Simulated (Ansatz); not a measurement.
# GeAsH₃ (triplet): B2PLYP, RPA-PBE over vertical spin and charge gaps, cc-pVTZ

How well do these functionals follow the top wave-function level for GeAsH₃ (triplet) over vertical spin and charge gaps?

Method: cc-pVTZ, all electrons in the functionals, frozen cores in the correlation of double hybrids and RPA; program: Ansatz 0.2.0, Gaussian basis.

Plan: B2PLYP, RPA-PBE, at charge 0, triplet; charge 0, singlet; charge 0, quintet; charge 1, doublet; charge 1, quartet.

6 further runs of the same task are left out: 6 set aside as unsound or not needed. Runs told in other sessions of the task aren't counted.

## (1) The geometry

The geometry is a PBE0/def2-TZVP stationary point (not a proven minimum). No spin-orbit coupling is included. The filled d shell of Ge, As may be among the frozen orbitals whatever the setting's name suggests.

5 atoms, charge 0, spin multiplicity 3.

Atoms are counted from 1 here; the program's logs count them from 0.

Bond lengths: Ge1–As2 2.423 Å, Ge1–H3 1.552 Å, Ge1–H4 1.552 Å, As2–H5 1.526 Å. Angles: As2–Ge1–H3 109.8°, As2–Ge1–H4 109.8°, H3–Ge1–H4 106.6°, Ge1–As2–H5 93.8°.

No dispersion term is added.

The geometry shown and the zero of energy belong to the point charge 0, triplet. The yardstick, UCCSDT(Q), and other wave-function levels (R restricted, U unrestricted, valence and pair active spaces) come from earlier runs.

## (2) B2PLYP, charge 0, triplet

Input file in.yaml:

```yaml
crystal:
  periodic: [false, false, false]
  atoms:
    - {symbol: Ge, position_ang: [0.000000, -0.056595, 1.214134]}
    - {symbol: As, position_ang: [0.000000, 0.056163, -1.206338]}
    - {symbol: H, position_ang: [-1.244560, 0.682142, 1.773873]}
    - {symbol: H, position_ang: [1.244554, 0.682153, 1.773873]}
    - {symbol: H, position_ang: [0.000006, -1.460284, -1.378912]}
basis:
  gaussian: {orbitals: cc-pVTZ}
magnetization: {spin_polarized: true, initial_magnetization: 2}
hamiltonian: {xc: {name: B2PLYP}}
correlation: {electrons: outside_noble_gas}
```

The run is started by

```console
$ ansatz run in.yaml --threads 2 --pin off --events-out ev --progress --plain --max-ram 24576MiB --backend cuda --devices 0, --max-vram 18GiB
```

The log of the run:

```text
Functional definition: B2PLYP
  name "B2PLYP"
  cite "Grimme, J. Chem. Phys. 124, 034108 (2006) doi:10.1063/1.2148954"
  cite "Becke, Phys. Rev. A 38, 3098 (1988) doi:10.1103/PhysRevA.38.3098"
  cite "Lee, Yang & Parr, Phys. Rev. B 37, 785 (1988) doi:10.1103/PhysRevB.37.785"
  parameter a = 0.53
  parameter c = 0.27
  exchange = (1 - a)*b88_x + a*exact_x
  correlation = (1 - c)*lyp_c + c*(mp2_os + mp2_ss)
797 factors; integrals over basis functions are off by at most 1.3e-3 eV
mean field evaluation 1: about -117383.9119 eV, gradient 7.2e0 eV
mean field evaluation 2: about -117383.9724 eV, gradient 7.1e0 eV
mean field evaluation 4: about -117384.3770 eV, gradient 1.1e0 eV
mean field evaluation 8: about -117384.3912 eV, gradient 5.0e-2 eV
mean field evaluation 16: about -117384.3913 eV, gradient 5.2e-4 eV
mean field -117384.39128737 eV, -4313.7968138125 hartree, gradient 7.2e-6 eV, S^2 2.009858; 0 other end points of the search recorded, 0 dependent functions left out
28 core orbitals not correlated: weight in the atoms' cores, before any rotation towards them, 0.999 or more for the frozen orbitals, at most 0.000 for the correlated occupied ones
reference -117384.39143236 eV, -4313.7968191411 hartree; 7, 5 occupied and 93, 95 virtual orbitals, 797 factors
second order -7.40986746 eV of doubles, -0.00000000 eV of singles
Total energy: -117386.39209658 eV, -4313.8703421949 hartree
```

It took 3.4 s on 1 × H100 (card shared with other runs) with 2 threads of AMD EPYC 7R13, shared host; peak host memory 0.81 GiB.

From the report: ⟨S²⟩ of the determinant 2.010 (pure triplet: 2.00).

## (3) B2PLYP, charge 0, singlet

Changes to in.yaml since step 2:

```diff
@@ -10,3 +10,3 @@
   gaussian: {orbitals: cc-pVTZ}
-magnetization: {spin_polarized: true, initial_magnetization: 2}
+magnetization: {spin_polarized: true, initial_magnetization: 0}
 hamiltonian: {xc: {name: B2PLYP}}
```

The run is started by

```console
$ ansatz run in.yaml --threads 1 --pin off --events-out ev --progress --plain --max-ram 4096MiB --backend cpu
```

The log of the run, cut to the lines that bear on the results:

```text
Functional definition: B2PLYP
  name "B2PLYP"
  cite "Grimme, J. Chem. Phys. 124, 034108 (2006) doi:10.1063/1.2148954"
  cite "Becke, Phys. Rev. A 38, 3098 (1988) doi:10.1103/PhysRevA.38.3098"
  cite "Lee, Yang & Parr, Phys. Rev. B 37, 785 (1988) doi:10.1103/PhysRevB.37.785"
[...]
797 factors; integrals over basis functions are off by at most 1.3e-3 eV
[...]
mean field -117384.35871388 eV, -4313.7956167591 hartree, gradient 3.7e-6 eV, S^2 1.011566; 8 other end points of the search recorded, 0 dependent functions left out
28 core orbitals not correlated: weight in the atoms' cores, before any rotation towards them, 0.999 or more for the frozen orbitals, at most 0.000 for the correlated occupied ones
reference -117384.35885899 eV, -4313.7956220917 hartree; 6, 6 occupied and 94, 94 virtual orbitals, 797 factors
second order -7.37197238 eV of doubles, -0.00000000 eV of singles
Total energy: -117386.34929153 eV, -4313.8687691384 hartree
```

Wall time 34 s (1 thread of AMD EPYC 7R13, shared host); peak memory 0.43 GiB.

From the report: ⟨S²⟩ of the determinant 1.012 (pure singlet: 0.00). The determinant of B2PLYP (⟨S²⟩ 1.01) is far from a pure spin state, so its energy mixes those of several spin states; that is harmless only where they are near-degenerate.

From charge 0, triplet: +0.043 eV.

## (4) B2PLYP, charge 0, quintet

Changes to in.yaml since step 3:

```diff
@@ -10,3 +10,3 @@
   gaussian: {orbitals: cc-pVTZ}
-magnetization: {spin_polarized: true, initial_magnetization: 0}
+magnetization: {spin_polarized: true, initial_magnetization: 4}
 hamiltonian: {xc: {name: B2PLYP}}
```

The run is started by

```console
$ ansatz run in.yaml --threads 2 --pin off --events-out ev --progress --plain --max-ram 24576MiB --backend cuda --devices 0, --max-vram 18GiB
```

The log of the run, cut to the lines that bear on the results:

```text
Functional definition: B2PLYP
  name "B2PLYP"
  cite "Grimme, J. Chem. Phys. 124, 034108 (2006) doi:10.1063/1.2148954"
  cite "Becke, Phys. Rev. A 38, 3098 (1988) doi:10.1103/PhysRevA.38.3098"
  cite "Lee, Yang & Parr, Phys. Rev. B 37, 785 (1988) doi:10.1103/PhysRevB.37.785"
[...]
798 factors; integrals over basis functions are off by at most 1.3e-3 eV
[...]
mean field -117378.83101761 eV, -4313.5924776680 hartree, gradient 6.9e-6 eV, S^2 6.010561; 2 other end points of the search recorded, 0 dependent functions left out
28 core orbitals not correlated: weight in the atoms' cores, before any rotation towards them, 0.999 or more for the frozen orbitals, at most 0.000 for the correlated occupied ones
reference -117378.83116089 eV, -4313.5924829333 hartree; 8, 4 occupied and 92, 96 virtual orbitals, 798 factors
second order -7.04711130 eV of doubles, -0.00000000 eV of singles
Total energy: -117380.73388094 eV, -4313.6624066055 hartree
```

It took 3.6 s on 1 × H100 (card shared with other runs) with 2 threads of AMD EPYC 7R13, shared host; peak host memory 0.81 GiB.

From the report: ⟨S²⟩ of the determinant 6.011 (pure quintet: 6.00).

From charge 0, triplet: +5.658 eV.

## (5) B2PLYP, charge 1, doublet

Changes to in.yaml since step 4:

```diff
@@ -10,3 +10,4 @@
   gaussian: {orbitals: cc-pVTZ}
-magnetization: {spin_polarized: true, initial_magnetization: 4}
+total_charge: 1
+magnetization: {spin_polarized: true, initial_magnetization: 1}
 hamiltonian: {xc: {name: B2PLYP}}
```

Launched as before.

The log of the run, cut to the lines that bear on the results:

```text
Functional definition: B2PLYP
  name "B2PLYP"
  cite "Grimme, J. Chem. Phys. 124, 034108 (2006) doi:10.1063/1.2148954"
  cite "Becke, Phys. Rev. A 38, 3098 (1988) doi:10.1103/PhysRevA.38.3098"
  cite "Lee, Yang & Parr, Phys. Rev. B 37, 785 (1988) doi:10.1103/PhysRevB.37.785"
[...]
796 factors; integrals over basis functions are off by at most 1.3e-3 eV
[...]
mean field -117376.40933444 eV, -4313.5034824530 hartree, gradient 7.6e-6 eV, S^2 0.793764; 4 other end points of the search recorded, 0 dependent functions left out
28 core orbitals not correlated: weight in the atoms' cores, before any rotation towards them, 0.999 or more for the frozen orbitals, at most 0.000 for the correlated occupied ones
reference -117376.40948195 eV, -4313.5034878737 hartree; 6, 5 occupied and 94, 95 virtual orbitals, 796 factors
second order -7.17688896 eV of doubles, -0.00000000 eV of singles
Total energy: -117378.34724197 eV, -4313.5746992410 hartree
```

It took 3.2 s on 1 × H100 (card shared with other runs) with 2 threads of AMD EPYC 7R13, shared host; peak host memory 0.81 GiB.

From the report: ⟨S²⟩ of the determinant 0.794 (pure doublet: 0.75).

From charge 0, triplet: +8.045 eV.

## (6) B2PLYP, charge 1, quartet

Changes to in.yaml since step 5:

```diff
@@ -11,3 +11,3 @@
 total_charge: 1
-magnetization: {spin_polarized: true, initial_magnetization: 1}
+magnetization: {spin_polarized: true, initial_magnetization: 3}
 hamiltonian: {xc: {name: B2PLYP}}
```

Same command.

The log of the run, cut to the lines that bear on the results:

```text
Functional definition: B2PLYP
  name "B2PLYP"
  cite "Grimme, J. Chem. Phys. 124, 034108 (2006) doi:10.1063/1.2148954"
  cite "Becke, Phys. Rev. A 38, 3098 (1988) doi:10.1103/PhysRevA.38.3098"
  cite "Lee, Yang & Parr, Phys. Rev. B 37, 785 (1988) doi:10.1103/PhysRevB.37.785"
[...]
797 factors; integrals over basis functions are off by at most 1.3e-3 eV
[...]
mean field -117374.90160552 eV, -4313.4480744369 hartree, gradient 8.1e-6 eV, S^2 3.760760; 0 other end points of the search recorded, 0 dependent functions left out
28 core orbitals not correlated: weight in the atoms' cores, before any rotation towards them, 0.999 or more for the frozen orbitals, at most 0.000 for the correlated occupied ones
reference -117374.90175306 eV, -4313.4480798590 hartree; 7, 4 occupied and 93, 96 virtual orbitals, 797 factors
second order -6.33685855 eV of doubles, -0.00000000 eV of singles
Total energy: -117376.61270487 eV, -4313.5109561782 hartree
```

It took 7 s on 1 × H100 (card shared with other runs) with 2 threads of AMD EPYC 7R13, shared host; peak host memory 0.81 GiB.

From the report: ⟨S²⟩ of the determinant 3.761 (pure quartet: 3.75).

From charge 0, triplet: +9.779 eV.

## (7) RPA-PBE, charge 0, triplet

Changes to in.yaml since step 6:

```diff
@@ -10,5 +10,4 @@
   gaussian: {orbitals: cc-pVTZ}
-total_charge: 1
-magnetization: {spin_polarized: true, initial_magnetization: 3}
-hamiltonian: {xc: {name: B2PLYP}}
-correlation: {electrons: outside_noble_gas}
+magnetization: {spin_polarized: true, initial_magnetization: 2}
+hamiltonian: {xc: {name: PBE}}
+correlation: {method: rpa, electrons: outside_noble_gas}
```

The command is unchanged.

The log of the run, cut to the lines that bear on the results:

```text
Functional definition: PBE
  name "PBE"
  cite "Perdew, Burke & Ernzerhof, Phys. Rev. Lett. 77, 3865 (1996) doi:10.1103/PhysRevLett.77.3865"
  parent pbe
[...]
797 factors; integrals over basis functions are off by at most 1.3e-3 eV
[...]
mean field -117391.11722211 eV, -4314.0439873553 hartree, gradient 5.3e-6 eV, S^2 2.004022; 0 other end points of the search recorded, 0 dependent functions left out
28 core orbitals not correlated: weight in the atoms' cores, before any rotation towards them, 0.999 or more for the frozen orbitals, at most 0.001 for the correlated occupied ones
reference -117316.83300868 eV, -4311.3140928636 hartree; 7, 5 occupied and 93, 95 virtual orbitals, 797 factors
Total energy: -117329.03056401 eV, -4311.7623447540 hartree
```

Run time: 3 s. Hardware: 1 × H100 (card shared with other runs) with 2 threads of AMD EPYC 7R13, shared host; peak host memory 0.87 GiB.

From the report: ⟨S²⟩ of the determinant 2.004 (pure triplet: 2.00).

## (8) RPA-PBE, charge 0, singlet

Changes to in.yaml since step 7:

```diff
@@ -10,3 +10,3 @@
   gaussian: {orbitals: cc-pVTZ}
-magnetization: {spin_polarized: true, initial_magnetization: 2}
+magnetization: {spin_polarized: true, initial_magnetization: 0}
 hamiltonian: {xc: {name: PBE}}
```

The run is started by

```console
$ ansatz run in.yaml --threads 1 --pin off --events-out ev --progress --plain --max-ram 4096MiB --backend cpu
```

The log of the run, cut to the lines that bear on the results:

```text
Functional definition: PBE
  name "PBE"
  cite "Perdew, Burke & Ernzerhof, Phys. Rev. Lett. 77, 3865 (1996) doi:10.1103/PhysRevLett.77.3865"
  parent pbe
[...]
797 factors; integrals over basis functions are off by at most 1.3e-3 eV
[...]
mean field -117391.07556109 eV, -4314.0424563411 hartree, gradient 1.7e-6 eV, S^2 1.006483; 12 other end points of the search recorded, 0 dependent functions left out
28 core orbitals not correlated: weight in the atoms' cores, before any rotation towards them, 0.999 or more for the frozen orbitals, at most 0.001 for the correlated occupied ones
reference -117316.80065041 eV, -4311.3129037191 hartree; 6, 6 occupied and 94, 94 virtual orbitals, 797 factors
Total energy: -117328.99570535 eV, -4311.7610637219 hartree
```

Run time: 32 s. Hardware: 1 thread of AMD EPYC 7R13, shared host; peak memory 0.33 GiB.

From the report: ⟨S²⟩ of the determinant 1.006 (pure singlet: 0.00). The determinant of RPA-PBE (⟨S²⟩ 1.01) is far from a pure spin state, so its energy mixes those of several spin states; that is harmless only where they are near-degenerate.

From charge 0, triplet: +0.035 eV.

## (9) RPA-PBE, charge 0, quintet

Changes to in.yaml since step 8:

```diff
@@ -10,3 +10,3 @@
   gaussian: {orbitals: cc-pVTZ}
-magnetization: {spin_polarized: true, initial_magnetization: 0}
+magnetization: {spin_polarized: true, initial_magnetization: 4}
 hamiltonian: {xc: {name: PBE}}
```

The run is started by

```console
$ ansatz run in.yaml --threads 2 --pin off --events-out ev --progress --plain --max-ram 24576MiB --backend cuda --devices 0, --max-vram 18GiB
```

The log of the run, cut to the lines that bear on the results:

```text
Functional definition: PBE
  name "PBE"
  cite "Perdew, Burke & Ernzerhof, Phys. Rev. Lett. 77, 3865 (1996) doi:10.1103/PhysRevLett.77.3865"
  parent pbe
[...]
798 factors; integrals over basis functions are off by at most 1.3e-3 eV
[...]
mean field -117385.69906080 eV, -4313.8448735998 hartree, gradient 4.3e-6 eV, S^2 6.005464; 10 other end points of the search recorded, 0 dependent functions left out
28 core orbitals not correlated: weight in the atoms' cores, before any rotation towards them, 0.998 or more for the frozen orbitals, at most 0.001 for the correlated occupied ones
reference -117311.56217771 eV, -4311.1203933981 hartree; 8, 4 occupied and 92, 96 virtual orbitals, 798 factors
Total energy: -117323.43845628 eV, -4311.5568385855 hartree
```

Run time: 8 s. Hardware: 1 × H100 (card shared with other runs) with 2 threads of AMD EPYC 7R13, shared host; peak host memory 0.87 GiB.

From the report: ⟨S²⟩ of the determinant 6.005 (pure quintet: 6.00).

From charge 0, triplet: +5.592 eV.

## (10) RPA-PBE, charge 1, doublet

Changes to in.yaml since step 9:

```diff
@@ -10,3 +10,4 @@
   gaussian: {orbitals: cc-pVTZ}
-magnetization: {spin_polarized: true, initial_magnetization: 4}
+total_charge: 1
+magnetization: {spin_polarized: true, initial_magnetization: 1}
 hamiltonian: {xc: {name: PBE}}
```

Same command.

The log of the run, cut to the lines that bear on the results:

```text
Functional definition: PBE
  name "PBE"
  cite "Perdew, Burke & Ernzerhof, Phys. Rev. Lett. 77, 3865 (1996) doi:10.1103/PhysRevLett.77.3865"
  parent pbe
[...]
796 factors; integrals over basis functions are off by at most 1.3e-3 eV
[...]
mean field -117383.09282849 eV, -4313.7490963291 hartree, gradient 2.9e-6 eV, S^2 0.762617; 8 other end points of the search recorded, 0 dependent functions left out
28 core orbitals not correlated: weight in the atoms' cores, before any rotation towards them, 0.999 or more for the frozen orbitals, at most 0.001 for the correlated occupied ones
reference -117308.99428078 eV, -4311.0260249264 hartree; 6, 5 occupied and 94, 95 virtual orbitals, 796 factors
Total energy: -117320.82327534 eV, -4311.4607324587 hartree
```

Wall time 14 s (1 × H100 (card shared with other runs) with 2 threads of AMD EPYC 7R13, shared host); peak host memory 0.87 GiB.

From the report: ⟨S²⟩ of the determinant 0.763 (pure doublet: 0.75).

From charge 0, triplet: +8.207 eV.

## (11) RPA-PBE, charge 1, quartet

Changes to in.yaml since step 10:

```diff
@@ -11,3 +11,3 @@
 total_charge: 1
-magnetization: {spin_polarized: true, initial_magnetization: 1}
+magnetization: {spin_polarized: true, initial_magnetization: 3}
 hamiltonian: {xc: {name: PBE}}
```

Launched as before.

The log of the run, cut to the lines that bear on the results:

```text
Functional definition: PBE
  name "PBE"
  cite "Perdew, Burke & Ernzerhof, Phys. Rev. Lett. 77, 3865 (1996) doi:10.1103/PhysRevLett.77.3865"
  parent pbe
[...]
797 factors; integrals over basis functions are off by at most 1.3e-3 eV
[...]
mean field -117381.33731359 eV, -4313.6845823464 hartree, gradient 2.0e-6 eV, S^2 3.754419; 5 other end points of the search recorded, 0 dependent functions left out
28 core orbitals not correlated: weight in the atoms' cores, before any rotation towards them, 0.999 or more for the frozen orbitals, at most 0.001 for the correlated occupied ones
reference -117308.02559433 eV, -4310.9904263560 hartree; 7, 4 occupied and 93, 96 virtual orbitals, 797 factors
Total energy: -117319.10726461 eV, -4311.3976702274 hartree
```

Wall time 15 s (1 × H100 (card shared with other runs) with 2 threads of AMD EPYC 7R13, shared host); peak host memory 0.87 GiB.

From the report: ⟨S²⟩ of the determinant 3.754 (pure quartet: 3.75).

From charge 0, triplet: +9.923 eV.

## (12) Against the wave-function levels

The yardstick is UCCSDT(Q), where the cluster series has nearly closed. It comes from earlier runs at the same points. Energies in eV, counted from charge 0, triplet; blanks weren't run or aren't comparable.

| level | triplet to singlet | triplet to quintet | ionisation to the doublet cation | ionisation to the quartet cation |
| --- | --- | --- | --- | --- |
| UCCSDT(Q) |  |  | 8.009 | 9.711 |
| B2PLYP | 0.043 | 5.658 | 8.045 | 9.779 |
| RPA-PBE | 0.035 | 5.592 | 8.207 | 9.923 |

Largest miss and mean time a point (UCCSDT(Q) took 56 s a point; shared hosts):

| level | largest miss (eV) | where | time a point |
| --- | --- | --- | --- |
| B2PLYP | +0.068 | ionisation to the quartet cation | 10 s |
| RPA-PBE | +0.212 | ionisation to the quartet cation | 14 s |

## (13) Results

```
                                   quantity                                         value
ionisation to the doublet cation, UCCSDT(Q)                                      8.009 eV
ionisation to the quartet cation, UCCSDT(Q)                                      9.711 eV
                       largest miss, B2PLYP  +0.068 eV (ionisation to the quartet cation)
                      largest miss, RPA-PBE  +0.212 eV (ionisation to the quartet cation)
```

**Reading.** Misses are known at 2 of 4 points at best, and only functionals with that many are ranked. Of the functionals, B2PLYP keep the smallest largest miss at the points compared (at most 0.068 eV) and RPA-PBE strays most (0.212 eV, at ionisation to the quartet cation). B2PLYP, RPA-PBE clearly break the spin symmetry at some points (⟨S²⟩ up to 1.01 above the pure value), so energy there is bought with a mixed spin. Functionals and the yardstick converge differently with the basis, so part of each miss in cc-pVTZ is the basis.
